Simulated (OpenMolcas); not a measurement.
**Pt⁵⁺ among point charges: CASSCF and CASPT2 levels and susceptibility**

How does a field of 6 point charges split the states of Pt⁵⁺, and what χT follows?

Method: state-averaged CASSCF and CASPT2, spin-orbit coupling by RASSI with atomic mean-field integrals. Code: OpenMolcas 26.06.

### 1 The atom as given

```
Species                           : Pt⁵⁺ (platinum, Z = 78, 73 electrons)
Basis                             : ANO-RCC-VDZP [7s6p4d2f], 59 functions
Scalar Hamiltonian                : DKH2, point nucleus
Inactive shells                   : 1s 2s 2p 3s 3p 3d 4s 4p 4d 4f 5s 5p
Active space                      : 5 electrons in 5 orbitals (5d)
Some configurations of this space : 5d⁵
Orbitals                          : optimised for each spin and parity, averaged over all roots
```

The outer shells:

5d5
```
5d [↑ ][↑ ][↑ ][↑ ][↑ ]
```

The ion sits among 6 point charges of -1.5 e arranged as a trigonal antiprism (D3d), 2 Å from the ion, with a polar angle of 56.4° against the regular 54.74°.

Each step is its own input file, run in one work folder so that later steps find the files of earlier ones. Labels, J, g values, rates, χT and fits are worked out afterwards by a script from the matrices that RASSI stores. The input lists half of the charges; inversion (Group=XYZ) makes the rest.

### 2 One- and two-electron integrals

a.inp

```
&GATEWAY
Coord
1

Pt 0.0 0.0 0.0
Basis=ANO-RCC-VDZP
Group=XYZ
NoMove
AngMom=0.0 0.0 0.0
AMFI
XField
3 Angstrom 0
0.000000 1.665411 1.107432 -1.500000
1.442288 -0.832706 1.107432 -1.500000
1.442288 0.832706 -1.107432 -1.500000
&SEWARD
```

The run is started by

```console
OMP_NUM_THREADS=1 MOLCAS_MEM=1689 MOLCAS_PROJECT=a pymolcas a.inp > a.log
```

### 3 Reference wave functions, sextets of even parity, 1 root

a.inp

```
&RASSCF
FileOrb=start.orb
Symmetry=1
Spin=6
nActEl=5 0 0
Inactive=15 19
Ras2=5 0
CIRoot=1 1 1
SDav=1
CIMx=300
Iter=120 100
PrWF=0.3
OrbListing=Nothing
MaxOrb=0
>>> COPY $Project.JobIph JOB001
```

start.orb holds the contracted functions of the basis, ordered by shell, or the orbitals of the step before.

### 4 Reference wave functions, quartets of even parity, 24 roots

a.inp

```
&RASSCF
FileOrb=start.orb
Symmetry=1
Spin=4
nActEl=5 0 0
Inactive=15 19
Ras2=5 0
CIRoot=24 24 1
SDav=24
CIMx=300
Iter=120 100
PrWF=0.3
OrbListing=Nothing
MaxOrb=0
>>> COPY $Project.JobIph JOB002
```

### 5 Reference wave functions, doublets of even parity, 75 roots

a.inp

```
&RASSCF
FileOrb=start.orb
Symmetry=1
Spin=2
nActEl=5 0 0
Inactive=15 19
Ras2=5 0
CIRoot=75 75 1
SDav=75
CIMx=300
Iter=120 100
PrWF=0.3
OrbListing=Nothing
MaxOrb=0
>>> COPY $Project.JobIph JOB003
```

### 6 State interaction with spin-orbit coupling

a.inp

```
&RASSI
NrOfJobIphs=3 1 24 75
1
1 2 3 4 5 6 7 8 9 10 11 12 13 14 15 16 17 18 19 20 21 22 23 24
1 2 3 4 5 6 7 8 9 10 11 12 13 14 15 16 17 18 19 20 21 22 23 24 25 26 27
28 29 30 31 32 33 34 35 36 37 38 39 40 41 42 43 44 45 46 47 48 49 50 51
52 53 54 55 56 57 58 59 60 61 62 63 64 65 66 67 68 69 70 71 72 73 74 75
IphNames
JOB001
JOB002
JOB003
EJob
SpinOrbit
DIPRint=1.0
SOCoupling=1000.0
Subsets=2
Property=9
'ANGMOM' 1 'ANGMOM' 2 'ANGMOM' 3 'MLTPL  1' 1 'MLTPL  1' 2 'MLTPL  1' 3
'AMFI' 1 'AMFI' 2 'AMFI' 3
SOProperty=3
'ANGMOM' 1 'ANGMOM' 2 'ANGMOM' 3
```

### 7 CASPT2: IPEA 0.25, imaginary shift 0.1 (closed shells correlated: 5s 5p)

a.inp

```
>>> COPY JOB001 $Project.JobIph
&CASPT2
Multistate=1 1
Frozen=14 16
IPEA=0.25
Imaginary=0.1
MaxIter=60
WThr=0.0 0.3 0.05
PrWF=0.5
NoMix
>>> COPY JOB002 $Project.JobIph
&CASPT2
Multistate=24 1 2 3 4 5 6 7 8 9 10 11 12 13 14 15 16 17 18 19 20 21 22
23 24
NoMult
Frozen=14 16
IPEA=0.25
Imaginary=0.1
MaxIter=60
WThr=0.0 0.3 0.05
PrWF=0.5
NoMix
>>> COPY JOB003 $Project.JobIph
&CASPT2
Multistate=75 1 2 3 4 5 6 7 8 9 10 11 12 13 14 15 16 17 18 19 20 21 22
23 24 25 26 27 28 29 30 31 32 33 34 35 36 37 38 39 40 41 42 43 44 45 46
47 48 49 50 51 52 53 54 55 56 57 58 59 60 61 62 63 64 65 66 67 68 69 70
71 72 73 74 75
NoMult
Frozen=14 16
IPEA=0.25
Imaginary=0.1
MaxIter=60
WThr=0.0 0.3 0.05
PrWF=0.5
NoMix
```

(Steps that only read results are left out.)

Q: Predict the outcome of this session. Wanted: spin-free ground state; lowest level; next level.

The runs gave:

```
                 quantity                                                                        value
                   method  SS-CASPT2, IPEA 0.25, imaginary shift 0.1 (closed shells correlated: 5s 5p)
   spin-free ground state                                              6A1, 1-fold in its orbital part
             lowest level                                            2-fold E1/2, g = 0.07, 4.69, 4.69
               next level                                                                   210.6 cm⁻¹
              χT at 300 K                                                               3.73 cm³ K/mol
effective moment at 300 K                                                                      5.46 μB
```

Cost by method:

```csv
method,time of its own steps,time with the reference
A. CASSCF,25 s,25 s
"B. SS-CASPT2, IPEA 0.25, imaginary shift 0.1, +5s 5p",8.1 s,33 s
```

Times are of one thread on a shared host.

In words: The spin-free ground state (6A1) comes to 100 % from free-ion S terms and keeps the highest spin of the shell. χT at 300 K is 3.73, against 4.39 cm³ K/mol for the spin alone, so spin-orbit coupling lowers it. An active space of the d shell alone favours high spin; real ions in strong fields can be low spin. CASPT2 does not keep the components of a term degenerate, and the means are used. The field of point charges can differ much from that of real complexes. With metal d orbitals alone active, the gaps between spin states are rough; where two lie within a few thousand cm-1, their order is open. Point charges carry no covalency, so the field is a model and not that of real ligands.
